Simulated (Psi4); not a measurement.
# GeNH2F (SMILES [NH2][Ge][F]) at PBE/cc-pVDZ

What is the vertical ionisation energy of GeNH2F at PBE/cc-pVDZ? 

Program for the calculation: Psi4 1.11.

2 further runs of the same task are left out: 2 set aside as unsound or not needed.

### 1 The molecule

GeNH2F: 5 atoms, total charge 0, spin state singlet. As SMILES, `[NH2][Ge][F]`. The shape is that of a PBE0-D4/def2-TZVP optimisation. This is one conformer, not always the lowest.

Bond lengths: N1–Ge2 1.811 Å, Ge2–F3 1.768 Å, N1–H4 1.008 Å, N1–H5 1.010 Å. Angles: N1–Ge2–F3 94.5°, Ge2–N1–H4 124.0°, Ge2–N1–H5 122.7°, H4–N1–H5 113.3°.

### 2 Energy and gradient at PBE/cc-pVDZ

The input, fgeh2n.xyz:

```xyz
5
FGeH2N
N     -0.477700     0.347600    -0.204700
Ge     0.434100    -0.305200     1.217200
F      1.598300    -1.203900     0.235500
H     -1.280100     0.952600    -0.130600
H     -0.224500     0.135300    -1.158700
```

The input, run.py:

```python
import numpy as np
from ase.calculators.psi4 import Psi4
from ase.io import read

mol = read('fgeh2n.xyz')
calc = Psi4(atoms=mol, method='pbe', basis='cc-pVDZ', memory='1600MB', num_threads=1, charge=0, multiplicity=1, label='calc')
calc.psi4.set_options({'puream': True, 'e_convergence': 1e-09, 'd_convergence': 1e-08, 'scf_type': 'pk', 'dft_radial_points': 99, 'dft_spherical_points': 590})
mol.calc = calc

forces = mol.get_forces()
print(f'energy: {mol.get_potential_energy():.6f} eV')
print('forces / eV A^-1')
print(np.round(forces, 5))
```

Launch:

```
$ python run.py
```

calc.dat:

```text
[...]
  Running in c1 symmetry.
[...]
  Nuclear repulsion =  188.583783618447512
[...]
  Multiplicity = 1
[...]
  Nalpha       = 25
  Nbeta        = 25
[...]
    Number of basis functions: 65
[...]
   @RKS iter   1: -2231.73587564587842   -3.07644e+00   1.77661e-02 DIIS/ADIIS
[...]
   @RKS iter  12: -2232.35192217324629   -4.09273e-12   4.71413e-09 DIIS
[...]
    Orbital Energies [Eh]
    ---------------------
    Doubly Occupied:
       1A   -397.098764     2A    -49.205856     3A    -43.821648
       4A    -43.820310     5A    -43.819072     6A    -24.216030
       7A    -13.995993     8A     -5.992916     9A     -4.210802
      10A     -4.208033    11A     -4.202967    12A     -1.120498
      13A     -1.110429    14A     -1.110290    15A     -1.106345
      16A     -1.104328    17A     -1.003979    18A     -0.772693
      19A     -0.472154    20A     -0.448922    21A     -0.355208
      22A     -0.315941    23A     -0.303235    24A     -0.237482
      25A     -0.230105
[...]
  @RKS Final Energy: -2232.35192217324629
   => Energetics <=
    Nuclear Repulsion Energy =            188.5837836184475123
    One-Electron Energy =               -3485.4579024925828890
    Two-Electron Energy =                1161.2045716231850747
    DFT Exchange-Correlation Energy =     -96.6823749222960060
    Empirical Dispersion Energy =           0.0000000000000000
    VV10 Nonlocal Energy =                  0.0000000000000000
    Total Energy =                      -2232.3519221732462938
[...]
 Multipole Moments:
 ------------------------------------------------------------------------------------
     Multipole            Electronic (a.u.)      Nuclear  (a.u.)        Total (a.u.)
 ------------------------------------------------------------------------------------
 L = 1.  Multiply by 2.5417464519 to convert [e a0] to [Debye]
 Dipole X            :          1.9977652           -2.7805670           -0.7828018
 Dipole Y            :         -1.3713023            1.9557106            0.5844083
 Dipole Z            :          5.6454009           -5.8410816           -0.1956807
 Magnitude           :                                                    0.9962945
[...]
  -Total Gradient:
     Atom            X                  Y                   Z
    ------   -----------------  -----------------  -----------------
       1       -0.000391613180     0.000241740469    -0.002213568258
       2        0.003755293863    -0.003315237347    -0.021359018650
       3       -0.011711713431     0.009027459062     0.009598255105
       4        0.011681939733    -0.008796031547    -0.000275653642
       5       -0.003270083359     0.002795842727     0.014329249263
[...]
```

The script printed:

```text
energy: -60745.389896 eV
forces / eV A^-1
[[ 0.02014 -0.01243  0.11383]
 [-0.1931   0.17048  1.09832]
 [ 0.60224 -0.46421 -0.49356]
 [-0.60071  0.45231  0.01417]
 [ 0.16815 -0.14377 -0.73684]]
```

It took 29 s on 1 thread of Intel Xeon Platinum 8488C (Sapphire Rapids), shared host; peak memory 0.96 GiB.

### 3 The doublet cation: the energy at UPBE/cc-pVDZ

The input, job.py:

```python
import psi4

psi4.set_memory(1600000000)
psi4.set_num_threads(1)
psi4.set_output_file('fgeh2n.out', False)

geom = psi4.geometry("""
1 2
N     -0.90272217     0.65686880    -0.38682694
Ge     0.82033011    -0.57674441     2.30017464
F      3.02034926    -2.27504128     0.44503050
H     -2.41903841     1.80015311    -0.24679823
H     -0.42424351     0.25567994    -2.18962566
units au
symmetry c1
no_reorient
no_com
""")

psi4.set_options({
    'reference': 'uks',
    'puream': True,
    'e_convergence': 1e-09,
    'd_convergence': 1e-08,
    'scf_type': 'pk',
    'dft_radial_points': 99,
    'dft_spherical_points': 590,
    'maxiter': 200,
})

e, wfn = psi4.energy("pbe/cc-pVDZ", molecule=geom, return_wfn=True)
psi4.oeprop(wfn, "DIPOLE", "MAYER_INDICES", "QUADRUPOLE")
print(f'pbe/cc-pVDZ energy: {e:.10f} Eh')
```

Launch:

```
$ python job.py
```

fgeh2n.out:

```text
[...]
  Running in c1 symmetry.
[...]
  Nuclear repulsion =  188.583783705987088
[...]
  Multiplicity = 2
[...]
  Nalpha       = 25
  Nbeta        = 24
[...]
    Number of basis functions: 65
[...]
   @UKS iter   1: -2231.26477480770018   -2.60534e+00   1.93185e-02 ADIIS/DIIS
[...]
   @UKS iter  47: -2231.99026303469509   -4.54747e-13   2.23469e-09 DIIS
[...]
   @S^2 Observed:                7.544384494E-01
[...]
    Orbital Energies [Eh]
    ---------------------
    Alpha Occupied:
       1A   -397.420018     2A    -49.524818     3A    -44.140865
       4A    -44.139262     5A    -44.138687     6A    -24.507959
       7A    -14.285744     8A     -6.312115     9A     -4.530005
      10A     -4.526088    11A     -4.523846    12A     -1.436607
      13A     -1.429612    14A     -1.427788    15A     -1.426395
      16A     -1.424128    17A     -1.289091    18A     -1.048652
      19A     -0.757165    20A     -0.710165    21A     -0.641002
      22A     -0.586197    23A     -0.577966    24A     -0.533070
      25A     -0.511921
    Alpha Virtual:
[...]
  @UKS Final Energy: -2231.99026303469509
   => Energetics <=
    Nuclear Repulsion Energy =            188.5837837059870878
    One-Electron Energy =               -3470.5019690350636665
    Two-Electron Energy =                1146.2702324974488874
    DFT Exchange-Correlation Energy =     -96.3423102030674130
    Empirical Dispersion Energy =           0.0000000000000000
    VV10 Nonlocal Energy =                  0.0000000000000000
    Total Energy =                      -2231.9902630346950900
[...]
 Multipole Moments:
 ------------------------------------------------------------------------------------
     Multipole            Electronic (a.u.)      Nuclear  (a.u.)        Total (a.u.)
 ------------------------------------------------------------------------------------
 L = 1.  Multiply by 2.5417464519 to convert [e a0] to [Debye]
 Dipole X            :        -44.4675260           44.2713698           -0.1961562
 Dipole Y            :         32.5599564          -32.2772780            0.2826784
 Dipole Z            :        -71.0168043           72.4666505            1.4498462
 Magnitude           :                                                    1.4901135
 L = 2.  Multiply by 1.3450342976 to convert [e a0^2] to [Debye ang]
 Quadrupole XX       :       -132.3448400          115.3727951          -16.9720448
 Quadrupole XY       :         84.9392177          -85.5965393           -0.6573216
[...]
```

On the terminal:

```text
pbe/cc-pVDZ energy: -2231.9902630347 Eh
```

Wall time 38 s (1 thread of Intel Xeon Platinum 8488C (Sapphire Rapids), shared host); peak memory 0.92 GiB.

### 4 Results

Level: PBE/cc-pVDZ.

| quantity | value |
| --- | --- |
| singlet GeNH2F: total energy | -2232.35192 Eh |
| singlet GeNH2F: dipole moment | 2.53 D |
| singlet GeNH2F: HOMO energy | -6.26 eV |
| singlet GeNH2F: LUMO energy | -1.98 eV |
| singlet GeNH2F: HOMO–LUMO gap | 4.29 eV |
| singlet GeNH2F: largest force on an atom | 1.128 eV/Å |
| doublet cation: total energy | -2231.99026 Eh |
| doublet cation: HOMO energy (highest over α and β) | -13.51 eV |
| doublet cation: LUMO energy (lowest over α and β) | -13.40 eV |
| doublet cation: ⟨S²⟩ | 0.754 |
| vertical ionisation energy (to the doublet cation) | 9.841 eV |

**Reading.** The vertical ionisation energy comes to 9.84 eV (227 kcal/mol). The largest force (singlet GeNH2F) is 1.13 eV/Å: the shape isn't a stationary point for this species at this level. −ε(HOMO) before ionisation, 6.26 eV, is 3.58 eV below this ionisation energy.
